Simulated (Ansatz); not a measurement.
# Al + LiH (LiAlH) radical: an exchange reaction of three atoms

Aim: map the energy of Al + LiH (the system Al + HLi), spin multiplicity 2 over two coordinates, and find its wells, ridges and stiffness.

Method: UHF-CCSD(T), frozen core/def2-TZVPD; program: Ansatz 0.2.0.

### Step 1. The part Al radical alone, at the geometry typed

Input file input.yaml:

```yaml
crystal:
  periodic: [false, false, false]
  atoms:
    - { symbol: Al, position_ang: [0.0, 0.0, 0.0] }
magnetization:
  spin_polarized: true
  initial_magnetization: 1
basis:
  gaussian: { orbitals: def2-TZVPD }
hamiltonian:
  xc: hf
correlation:
  method: ccsd_t
scf:
  omitted_lower_state_checks: [cluster_reference]
```

Launch:

```console
ansatz run input.yaml --threads 1 --pin off --max-ram 2560MiB --backend cpu --events-out ev --progress --plain --runs-dir out
```

The log of the run, cut to the lines that bear on the results:

```text
Warning: RAYON_NUM_THREADS=1 ignored (pool sized by the plan → 1); use --threads N
[...]
Functional definition: HF
[...]
268 factors; integrals over basis functions are off by at most 8.5e-5 eV
[...]
mean field -6581.73765804 eV, -241.8743976709 hartree, gradient 1.9e-6 eV, S^2 0.770382; 5 other end points of the search recorded, 0 dependent functions left out
5 core orbitals not correlated: weight in the atoms' cores, before any rotation towards them, 1.000 or more for the frozen orbitals, at most 0.000 for the correlated occupied ones
reference -6581.73765804 eV, -241.8743976709 hartree; 2, 1 occupied and 36, 37 virtual orbitals, 268 factors
second order -0.95633609 eV of doubles, -0.00000000 eV of singles
cycle   1  -1.20781531 eV  change   -2.5e-1 eV  update   6.1e-2
[...]
cycle   9  -1.37407344 eV  change    2.5e-6 eV  update   1.3e-6
[...]
perturbative correction -0.03044729 eV, -0.0011189174 hartree
Total energy: -6583.14217877 eV, -241.9260128558 hartree
Checks for a lower state left out: cluster_reference
```

It took 0.32 s on 1 thread of AMD EPYC 9R45 (Zen 5), shared host; peak memory 0.11 GiB.

### Step 2. Reference run: LiH, relaxed

Input file input.yaml:

```yaml
crystal:
  periodic: [false, false, false]
  atoms:
    - { symbol: Li, position_ang: [0.0, 0.0, 0.0] }
    - { symbol: H, position_ang: [1.59, 0.0, 0.0] }
basis:
  gaussian: { orbitals: def2-TZVPD }
hamiltonian:
  xc: hf
output:
  forces: true
correlation:
  method: ccsd_t
relax:
  f_tol: 0.003
  max_steps: 120
```

Launch:

```console
ansatz run input.yaml --threads 1 --pin off --max-ram 2560MiB --backend cpu --events-out ev --progress --plain --runs-dir out
```

The log of the run, cut to the lines that bear on the results:

```text
Warning: RAYON_NUM_THREADS=1 ignored (pool sized by the plan → 1); use --threads N
[...]
[... 1 set-up line as earlier in the session ...]
[...]
287 factors; integrals over basis functions are off by at most 3.8e-4 eV
[...]
mean field -217.30639840 eV, -7.9858628457 hartree, gradient 4.5e-7 eV, S^2 0.000000; 0 other end points of the search recorded, 0 dependent functions left out
reference -217.30639840 eV, -7.9858628457 hartree; 2, 2 occupied and 24, 24 virtual orbitals, 287 factors
second order -1.47416699 eV of doubles, -0.00000000 eV of singles
cycle   1  -1.72320003 eV  change   -2.5e-1 eV  update   3.5e-2
[...]
perturbative correction -0.00234484 eV, -0.0000861714 hartree
[...]
relax step   1: F+E_penalty+E_count = -219.12231680 eV  Δ(F+E_penalty+E_count) = +0.000e0 eV  max|allowed force component| = 5.716e-2 eV/Å  Δτ_max = 0.0000 Å  (39 SCF iters, accepted)
[...]
relax step   3: F+E_penalty+E_count = -219.12256950 eV  Δ(F+E_penalty+E_count) = -2.376e-6 eV  max|allowed force component| = 1.008e-5 eV/Å  Δτ_max = 0.0004 Å  (19 SCF iters, accepted)
287 factors; integrals over basis functions are off by at most 3.9e-4 eV
mean field -217.30693384 eV, -7.9858825226 hartree, gradient 9.9e-7 eV, S^2 0.000000; 1 other end points of the search recorded, 0 dependent functions left out
reference -217.30693384 eV, -7.9858825226 hartree; 2, 2 occupied and 24, 24 virtual orbitals, 287 factors
second order -1.47354070 eV of doubles, -0.00000000 eV of singles
[...]
cycle   9  -1.81329253 eV  change    3.2e-6 eV  update   4.0e-6
[...]
perturbative correction -0.00234314 eV, -0.0000861087 hartree
[...]
Total energy: -219.12256950 eV, -8.0526059026 hartree
Atom 0 at    -0.004444     0.000000    -0.000000 Å, force     0.000010    -0.000000     0.000000 eV/Å
Atom 1 at     1.594444    -0.000000     0.000000 Å, force    -0.000010    -0.000000     0.000000 eV/Å
Dipole moment:    -1.211459    -0.000000    -0.000000 e Å
```

Run time: 0.5 s. Hardware: 1 thread of AMD EPYC 9R45 (Zen 5), shared host; peak memory 0.1 GiB.

Relaxation path:

```csv
step,energy from step 1 (eV),largest force component (eV/Å)
1,0.0000,0.0572
2,-0.0002,0.0053
3,-0.0003,0.0000
```

The bond:

```csv
bond,before (Å),after (Å),change (Å)
Li1–H2,1.590,1.599,+0.009
```

### Step 3. Plan of the scan

First coordinate, distance Al1–Li2: 17 values from 1.992 to 4.392 Å. Second coordinate, distance Li2–H3: 17 values from 1.272 to 3.672 Å.

Nothing else is relaxed (the angle Al1–Li2–H3 is fixed at 160 degrees). Energies count from Al far from the relaxed LiH (each part in its own basis).

Below, 3 of the grid's runs; all are launched alike.

### Step 4. The run at distance Al1–Li2 = 3.128 Å, distance Li2–H3 = 1.668 Å

Input file input.yaml:

```yaml
crystal:
  periodic: [false, false, false]
  atoms:
    - { symbol: Al, position_ang: [-3.128, 0.0, 0.0] }
    - { symbol: Li, position_ang: [0.0, 0.0, 0.0] }
    - { symbol: H, position_ang: [1.567407, 0.57049, 0.0] }
magnetization:
  spin_polarized: true
  initial_magnetization: 1
basis:
  gaussian: { orbitals: def2-TZVPD }
hamiltonian:
  xc: hf
output:
  forces: true
correlation:
  method: ccsd_t
scf:
  omitted_lower_state_checks: [cluster_reference]
```

Launch:

```console
ansatz run input.yaml --threads 1 --pin off --max-ram 2560MiB --backend cpu --events-out ev --progress --plain --runs-dir out
```

The log of the run, cut to the lines that bear on the results:

```text
Warning: RAYON_NUM_THREADS=1 ignored (pool sized by the plan → 1); use --threads N
[...]
[... 1 set-up line as earlier in the session ...]
[...]
533 factors; integrals over basis functions are off by at most 7.3e-4 eV
[...]
mean field -6799.39559503 eV, -249.8731793216 hartree, gradient 2.5e-6 eV, S^2 0.773542; 10 other end points of the search recorded, 0 dependent functions left out
5 core orbitals not correlated: weight in the atoms' cores, before any rotation towards them, 1.000 or more for the frozen orbitals, at most 0.000 for the correlated occupied ones
reference -6799.39559503 eV, -249.8731793216 hartree; 4, 3 occupied and 60, 61 virtual orbitals, 533 factors
second order -2.43366492 eV of doubles, -0.00000000 eV of singles
cycle   1  -2.93358633 eV  change   -5.0e-1 eV  update   7.0e-2
[...]
cycle  23  -3.19180313 eV  change    1.4e-7 eV  update   1.5e-7
[...]
perturbative correction -0.03635271 eV, -0.0013359374 hartree
[...]
Total energy: -6802.62375087 eV, -249.9918118604 hartree
Atom 0 at    -3.128000     0.000000     0.000000 Å, force     0.017298    -0.002262     0.000000 eV/Å
Atom 1 at     0.000000     0.000000     0.000000 Å, force     0.239197     0.100133     0.000000 eV/Å
Atom 2 at     1.567407     0.570490     0.000000 Å, force    -0.256495    -0.097871    -0.000000 eV/Å
Dipole moment:    -1.565848    -0.397844     0.000000 e Å
Checks for a lower state left out: cluster_reference
```

Wall time 5.2 s (1 thread of AMD EPYC 9R45 (Zen 5), shared host); peak memory 0.35 GiB.

On the map this point reads −0.36 eV.

### Step 5. The run at distance Al1–Li2 = 2.811 Å, distance Li2–H3 = 2.747 Å

Changes to input.yaml since step 4:

```diff
@@ -3,5 +3,5 @@
   atoms:
-    - { symbol: Al, position_ang: [-3.128, 0.0, 0.0] }
+    - { symbol: Al, position_ang: [-2.811, 0.0, 0.0] }
     - { symbol: Li, position_ang: [0.0, 0.0, 0.0] }
-    - { symbol: H, position_ang: [1.567407, 0.57049, 0.0] }
+    - { symbol: H, position_ang: [2.581336, 0.939529, 0.0] }
 magnetization:
```

Launch:

```console
ansatz run input.yaml --threads 1 --pin off --max-ram 2560MiB --backend cpu --events-out ev --progress --plain --runs-dir out
```

The log of the run, cut to the lines that bear on the results:

```text
Warning: RAYON_NUM_THREADS=1 ignored (pool sized by the plan → 1); use --threads N
[...]
[... 1 set-up line as earlier in the session ...]
[...]
533 factors; integrals over basis functions are off by at most 7.0e-4 eV
[...]
mean field -6798.13938597 eV, -249.8270144901 hartree, gradient 1.3e-6 eV, S^2 1.185263; 19 other end points of the search recorded, 0 dependent functions left out
5 core orbitals not correlated: weight in the atoms' cores, before any rotation towards them, 1.000 or more for the frozen orbitals, at most 0.000 for the correlated occupied ones
reference -6798.13938597 eV, -249.8270144901 hartree; 4, 3 occupied and 60, 61 virtual orbitals, 533 factors
second order -2.19866148 eV of doubles, -0.00000000 eV of singles
cycle   1  -2.67179723 eV  change   -4.7e-1 eV  update   8.9e-2
[...]
cycle  33  -3.22648748 eV  change   -1.8e-8 eV  update   1.0e-7
[...]
perturbative correction -0.05178524 eV, -0.0019030723 hartree
[...]
Total energy: -6801.41765868 eV, -249.9474887902 hartree
Atom 0 at    -2.811000     0.000000     0.000000 Å, force    -0.281049     0.008560    -0.000000 eV/Å
Atom 1 at     0.000000     0.000000     0.000000 Å, force     1.291491     0.349888     0.000000 eV/Å
Atom 2 at     2.581336     0.939529     0.000000 Å, force    -1.010442    -0.358449    -0.000000 eV/Å
Dipole moment:    -1.820789    -0.520418    -0.000000 e Å
Checks for a lower state left out: cluster_reference
```

It took 6.7 s on 1 thread of AMD EPYC 9R45 (Zen 5), shared host; peak memory 0.35 GiB.

That is 0.85 eV from the zero.

### Step 6. Point distance Al1–Li2 = 2.811 Å, distance Li2–H3 = 1.433 Å

Changes to input.yaml since step 5:

```diff
@@ -5,3 +5,3 @@
     - { symbol: Li, position_ang: [0.0, 0.0, 0.0] }
-    - { symbol: H, position_ang: [2.581336, 0.939529, 0.0] }
+    - { symbol: H, position_ang: [1.34658, 0.490115, 0.0] }
 magnetization:
```

Launch:

```console
ansatz run input.yaml --threads 1 --pin off --max-ram 2560MiB --backend cpu --events-out ev --progress --plain --runs-dir out
```

The log of the run, cut to the lines that bear on the results:

```text
Warning: RAYON_NUM_THREADS=1 ignored (pool sized by the plan → 1); use --threads N
[...]
[... 1 set-up line as earlier in the session ...]
[...]
533 factors; integrals over basis functions are off by at most 8.1e-4 eV
[...]
mean field -6799.20180899 eV, -249.8660578158 hartree, gradient 2.8e-6 eV, S^2 0.773641; 12 other end points of the search recorded, 0 dependent functions left out
5 core orbitals not correlated: weight in the atoms' cores, before any rotation towards them, 1.000 or more for the frozen orbitals, at most 0.000 for the correlated occupied ones
reference -6799.20180899 eV, -249.8660578158 hartree; 4, 3 occupied and 60, 61 virtual orbitals, 533 factors
second order -2.46833527 eV of doubles, -0.00000000 eV of singles
cycle   1  -2.97204144 eV  change   -5.0e-1 eV  update   6.9e-2
[...]
cycle  22  -3.22543353 eV  change    6.1e-8 eV  update   2.0e-7
[...]
perturbative correction -0.03763007 eV, -0.0013828797 hartree
[...]
Total energy: -6802.46487259 eV, -249.9859731915 hartree
Atom 0 at    -2.811000     0.000000     0.000000 Å, force    -0.327637     0.005246    -0.000000 eV/Å
Atom 1 at     0.000000     0.000000     0.000000 Å, force    -1.095975    -0.534349     0.000000 eV/Å
Atom 2 at     1.346580     0.490115     0.000000 Å, force     1.423612     0.529103    -0.000000 eV/Å
Dipole moment:    -1.414932    -0.365539     0.000000 e Å
Checks for a lower state left out: cluster_reference
```

It took 5.6 s on 1 thread of AMD EPYC 9R45 (Zen 5), shared host; peak memory 0.35 GiB.

On the map this point reads −0.20 eV.

### Step 7. All points together

289 points were computed. Energies in eV, from Al far from the relaxed LiH (each part in its own basis); the table lists every other line.

```csv
"distance Li2–H3 (Å) ↓, distance Al1–Li2 (Å) →",1.992,2.153,2.388,2.663,2.967,3.295,3.643,4.010,4.392
3.672,2.60,2.06,1.67,1.41,1.36,1.47,1.63,1.77,1.87
3.290,2.57,2.03,1.65,1.35,1.27,1.33,1.43,1.53,1.62
2.923,2.51,1.97,1.52,1.11,1.00,1.03,1.11,1.19,1.27
2.575,2.26,1.56,1.02,0.72,0.63,0.64,0.71,0.79,0.86
2.247,1.83,1.18,0.61,0.31,0.22,0.23,0.29,0.36,0.43
1.943,1.46,0.81,0.25,−0.05,−0.15,−0.14,−0.09,−0.02,0.04
1.668,1.23,0.60,0.05,−0.25,−0.35,−0.35,−0.30,−0.24,−0.18
1.433,1.32,0.70,0.16,−0.13,−0.23,−0.23,−0.19,−0.13,−0.07
1.272,1.72,1.11,0.57,0.29,0.19,0.19,0.23,0.29,0.34
```

The T1 diagnostic at each point:

| distance Li2–H3 (Å) ↓, distance Al1–Li2 (Å) → | 1.992 | 2.153 | 2.388 | 2.663 | 2.967 | 3.295 | 3.643 | 4.010 | 4.392 |
| --- | --- | --- | --- | --- | --- | --- | --- | --- | --- |
| 3.672 | 0.02 | 0.02 | 0.02 | 0.12 | 0.14 | 0.10 | 0.08 | 0.08 | 0.09 |
| 3.290 | 0.03 | 0.03 | 0.03 | 0.14 | 0.14 | 0.09 | 0.11 | 0.12 | 0.14 |
| 2.923 | 0.06 | 0.07 | 0.13 | 0.20 | 0.10 | 0.11 | 0.12 | 0.13 | 0.14 |
| 2.575 | 0.17 | 0.31 | 0.07 | 0.07 | 0.07 | 0.08 | 0.09 | 0.09 | 0.10 |
| 2.247 | 0.04 | 0.03 | 0.03 | 0.03 | 0.02 | 0.02 | 0.02 | 0.02 | 0.02 |
| 1.943 | 0.03 | 0.02 | 0.02 | 0.02 | 0.02 | 0.02 | 0.02 | 0.02 | 0.02 |
| 1.668 | 0.03 | 0.02 | 0.02 | 0.02 | 0.02 | 0.02 | 0.02 | 0.02 | 0.02 |
| 1.433 | 0.02 | 0.02 | 0.02 | 0.02 | 0.02 | 0.02 | 0.01 | 0.01 | 0.01 |
| 1.272 | 0.02 | 0.02 | 0.02 | 0.02 | 0.02 | 0.01 | 0.01 | 0.01 | 0.01 |

### Step 8. What came out

```
               quantity                                                                                                                                                     value
           lowest point                                                                                           distance Al1–Li2 = 3.128 Å, distance Li2–H3 = 1.668 Å, −0.36 eV
 highest computed point                                                                           distance Al1–Li2 = 1.992 Å, distance Li2–H3 = 3.672 Å, 2.96 eV above the lowest
          T1 diagnostic  0.01 at distance Al1–Li2 = 4.392 Å, distance Li2–H3 = 1.272 Å to 0.31 at distance Al1–Li2 = 2.153 Å, distance Li2–H3 = 2.575 Å; 0.02 at the lowest point
time for the whole task                                                                                                                           37 min on 1 thread, shared host
```

**Reading.** The lowest computed point is at distance Al1–Li2 = 3.128 Å, distance Li2–H3 = 1.668 Å, −0.36 eV from Al far from the relaxed LiH (each part in its own basis). The highest computed point, distance Al1–Li2 = 1.992 Å, distance Li2–H3 = 3.672 Å, lies 2.96 eV above the lowest. Between some neighbouring points the energy changes steeply, from close contacts of the rigid frames or a change of state; the map doesn't tell which. T1 reaches 0.308 on the grid; where it is over about 0.04 one reference determinant is not enough and the energies are unreliable.
